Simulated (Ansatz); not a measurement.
Geometry optimisation, Ansatz 0.2.0, DFT PBE, scalar-relativistic, plane waves, PAW.

input.yaml

```yaml
crystal:
  lattice:
    - [6.3, 0.0, 0.0]
    - [0.0, 6.3, 0.0]
    - [0.0, 0.0, 6.3]
  atoms:
    - { symbol: Mo, position: [0.0, 0.0, 0.0] }
    - { symbol: Mo, position: [0.5, 0.0, 0.0] }
    - { symbol: Mo, position: [0.0, 0.5, 0.0] }
    - { symbol: Mo, position: [0.0, 0.0, 0.5] }
    - { symbol: Mo, position: [0.25, 0.25, 0.25] }
    - { symbol: Mo, position: [0.5, 0.5, 0.0] }
    - { symbol: Mo, position: [0.5, 0.0, 0.5] }
    - { symbol: Mo, position: [0.75, 0.25, 0.25] }
    - { symbol: Mo, position: [0.0, 0.5, 0.5] }
    - { symbol: Mo, position: [0.25, 0.75, 0.25] }
    - { symbol: Mo, position: [0.25, 0.25, 0.75] }
    - { symbol: Mo, position: [0.5, 0.5, 0.5] }
    - { symbol: Mo, position: [0.75, 0.75, 0.25] }
    - { symbol: Mo, position: [0.75, 0.25, 0.75] }
    - { symbol: Mo, position: [0.25, 0.75, 0.75] }
    - { symbol: Mo, position: [0.75, 0.75, 0.75] }
    - { symbol: Li, position: [0.745691, 0.3745387, 0.0009933] }
basis:
  ecutwfc: 420.0
kpoints:
  mp_grid: { grid: [2, 2, 2] }
hamiltonian:
  xc: pbe
scf:
  occupations: { method: fermi_dirac, width: 0.15 }
  lower_state_search: "off"
relax:
  f_tol: 0.08
  max_steps: 25
  adjacent_minimum: "off"
```

Run as:

```bash
$ ansatz run input.yaml --threads 2 --pin off --max-ram 5120MiB --backend cpu --events-out ev --progress --plain --runs-dir out
```

Q: Where does it end, and by what steps?

A: It converged. The force dipped under the threshold on the way, but the program's further checks kept it going. Limits of this set-up: coarse k mesh, a small cell, in which the defect meets its images, a typed lattice constant that wasn't relaxed here. After 13 steps the energy has fallen by 4.194 eV; Li17 moved furthest, 1.03 Å.

| step | energy less start (eV) | largest force component (eV/Å) | accepted |
| --- | --- | --- | --- |
| 0 | 0.0000 | 7.565 | yes |
| 1 | -3.0318 | 3.242 | yes |
| 2 | -3.7412 | 1.020 | yes |
| 3 | -3.5289 | 1.138 | no |
| 4 | -3.9512 | 0.177 | yes |
| 5 | -3.9630 | 0.200 | yes |
| 6 | -3.9941 | 0.374 | yes |
| 7 | -4.0811 | 0.367 | yes |
| 8 | -4.1535 | 0.248 | yes |
| 9 | -4.1898 | 0.046 | yes |
| 10 | -4.1898 | 0.046 | yes |
| 11 | -4.1908 | 0.140 | yes |
| 12 | -4.1943 | 0.046 | yes |
| 13 | -4.1943 | 0.046 | yes |

```xyz
17
Lattice="6.3000 0.0000 0.0000 0.0000 6.3000 0.0000 0.0000 0.0000 6.3000" Properties=species:S:1:pos:R:3
Mo 0.054 -0.012 -0.050
Mo 3.198 0.048 -0.041
Mo -0.005 3.149 -0.046
Mo 0.115 -0.070 3.173
Mo 1.665 1.581 1.524
Mo 2.891 3.456 -0.355
Mo 3.191 -0.007 3.111
Mo 5.079 1.269 1.832
Mo 0.053 3.152 3.117
Mo 1.610 4.732 1.533
Mo 1.611 1.571 4.672
Mo 3.199 3.145 3.057
Mo 4.767 4.676 1.528
Mo 4.768 1.575 4.727
Mo 1.552 4.795 4.609
Mo 4.772 4.737 4.669
Li 3.979 2.363 0.745
```

Whether the end is a true minimum wasn't checked by a vibrational analysis.

Time of the run: 33 s on 2 threads of AMD EPYC 9R45 96-Core Processor (Zen 5), on a shared host, peak memory 0.8 GiB.
